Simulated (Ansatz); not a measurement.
# Y2P: the cost of one run

Program: Ansatz 0.2.0. Level of theory: DFT PBE, scalar-relativistic, plane waves, PAW. These are calculated values, not measurements.

## 1. The system as given

Symmetry: P6/mmm, No. 191, hexagonal system. Conventional cell: a = 6.112 Å, b = 6.112 Å, c = 14.000 Å, α = 90.00°, β = 90.00°, γ = 120.00°. Y (site symmetry -6m2) has 3 Y at 3.53 Å and 3 P at 3.53 Å as nearest neighbours. P (site symmetry 6/mmm) has 6 Y at 3.53 Å as nearest neighbours.

As a file:

```cif
data_structure
_symmetry_space_group_name_H-M 'P6/mmm'
_symmetry_Int_Tables_number 191
_cell_length_a 6.1117
_cell_length_b 6.1117
_cell_length_c 14.0000
_cell_angle_alpha 90.000
_cell_angle_beta 90.000
_cell_angle_gamma 120.000
_cell_volume 452.87
loop_
_atom_site_label
_atom_site_type_symbol
_atom_site_symmetry_multiplicity
_atom_site_Wyckoff_symbol
_atom_site_fract_x
_atom_site_fract_y
_atom_site_fract_z
_atom_site_occupancy
Y1 Y 2 d 0.33333 0.66667 0.50000 1
P1 P 1 b 0.00000 0.00000 0.50000 1
```

A structure generator made this guess: random sheet by layer group and Wyckoff sites. The dimensions are guesses.

It is a sheet, periodic along a and b, with vacuum along c; volumes and pressures of the box carry no meaning, and space groups named for it are those of the box.

## 2. A first look at the guess

input.yaml

```yaml
crystal:
  lattice:
    - [6.111661, 0.0, 0.0]
    - [-3.055831, 5.292854, 0.0]
    - [0.0, 0.0, 14.0]
  atoms:
    - { symbol: "Y", position: [0.33333333, 0.66666667, 0.5] }
    - { symbol: "Y", position: [0.66666667, 0.33333333, 0.5] }
    - { symbol: P, position: [0.0, 0.0, 0.5] }
  periodic: [true, true, false]
basis:
  ecutwfc: 420
kpoints:
  mp_grid: { grid: [3, 3, 1] }
hamiltonian:
  xc: pbe
scf:
  occupations: { method: gaussian, width: 0.1 }
  lower_state_search: "off"
output:
  forces: true
  stress: true
  eigenvalues: true
```

Run with:

```sh
$ ansatz run input.yaml --threads 1 --pin off --max-ram 2560MiB --backend cpu --events-out ev --progress --plain --runs-dir out
```

**Question.** How long does this run take on 1 thread of Arm Neoverse V1, shared host, and how much memory does it need?

About 5.4 s, with a peak of 0.68 GiB.
